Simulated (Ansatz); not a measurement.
Runs of Ansatz 0.2.0 on AlHg. It takes space group F-43m (No. 216, cubic). The conventional cell has a = 6.137 Å, b = 6.137 Å, c = 6.137 Å, α = 90.00°, β = 90.00°, γ = 90.00°. Al (site symmetry -43m) is surrounded by 4 Hg at 2.66 Å. Hg (site symmetry -43m) is surrounded by 4 Al at 2.66 Å. The cell was built by a generator and needn't be a form met in nature.

```csv
level,spin,k mesh,gap on the mesh (eV),pressure (GPa),relaxed volume (Å³/atom)
RPBE,off,8 × 8 × 8,none,0.0,30.18
BLYP,off,8 × 8 × 8,none,0.0,31.52
LDA,off,8 × 8 × 8,none,0.0,(b)
revPBE,off,8 × 8 × 8,none,0.0,(a)
PBE,"SOC, no magnetisation",6 × 6 × 6,none,0.0,28.21
PBE,off,8 × 8 × 8,none,0.0,28.89
PBEsol,off,8 × 8 × 8,none,0.0,27.25
```

Alike in all rows: task relaxation of cell and atoms; potentials or basis Ansatz PAW; cell relaxed; cutoff (eV) 420; smearing fermi-dirac 0.05 eV.

Question: Fill in the values left out.

Answer: (a) 29.82; (b) 26.26.

Caveats: the plane-wave basis is chosen anew once the cell has moved, so the energies of steps on either side of that aren't comparable; the PAW data sets come from PBE, with cores solved anew for the run's functional, which leaves a small shift of forces and pressure (some runs).

A k mesh can miss the band edges, and rows without SOC leave out spin-orbit coupling on Hg.

A gap of «none» marks a metal or a gap under the smearing width.
